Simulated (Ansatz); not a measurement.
Crystal: SiAu3.

```
Au Si
1.0
     0.00000    3.28573    3.28573
     3.28573    0.00000    3.28573
     3.28573    3.28573    0.00000
Au Si
3 1
Direct
  0.50000 0.50000 0.50000
  0.75000 0.75000 0.75000
  0.25000 0.25000 0.25000
  0.00000 0.00000 0.00000
```

The cell comes from a database or a generator and needn't be the stable form of this composition.

Base run:

```yaml
Program: Ansatz 0.2.0
Functional: PBE
Potentials_or_basis: Ansatz PAW
Cutoff: 420 eV
Density_cutoff: 1680 eV
k_mesh: 7 × 7 × 7
Occupations: fermi-dirac, width 0.05 eV
Spin: no spin polarisation
```

Its results: band gap on the k mesh none (metal or under the smearing width); pressure -1.1 GPa.

Question: The run is repeated on the same cell with these changes: functional from PBE to PBEsol; occupations from fermi-dirac, width 0.05 eV to gaussian, width 0.05 eV. What comes out?

Answer: Band gap on the k mesh none (metal or under the smearing width); pressure -7.6 GPa.

Caveats: the PAW data sets come from PBE, with cores solved anew for the run's functional, which leaves a small shift of forces and pressure (some runs).

Not every run made on this cell is shown here.
